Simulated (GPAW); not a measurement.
ScF3:

```xyz
4
Lattice="4.0125 0.0000 0.0000 0.0000 4.0125 0.0000 0.0000 0.0000 4.0125" Properties=species:S:1:pos:R:3 pbc="T T T"
Sc    0.0000    0.0000    0.0000
F     0.0000    0.0000    2.0062
F     0.0000    2.0062    0.0000
F     2.0062    0.0000    0.0000
```

Base run:

| Quantity | Value |
| --- | --- |
| Program | GPAW 26.7.0 |
| Functional | PBEsol |
| Potentials or basis | PAW data sets generated in the run's folder for this functional |
| Cutoff | 800 eV |
| Basis | pw |
| k mesh | 7 × 7 × 7 |
| Occupations | fermi-dirac, width 0.05 eV |
| Spin | no spin polarisation |
| Hubbard terms | Sc d U = 1 eV |

Its results: band gap on the k mesh 6.61 eV, indirect (least direct gap 7.12 eV); pressure 0.5 GPa.

**Question.** After a change of settings the same cell gave: band gap on the k mesh 6.93 eV, indirect (least direct gap 7.45 eV); pressure 1.4 GPa. Which change was it?
A. hubbard terms from Sc d U = 1 eV to none
B. hubbard terms from Sc d U = 1 eV to Sc d U = 2 eV
C. hubbard terms from Sc d U = 1 eV to Sc d U = 8 eV

**Answer.** B.
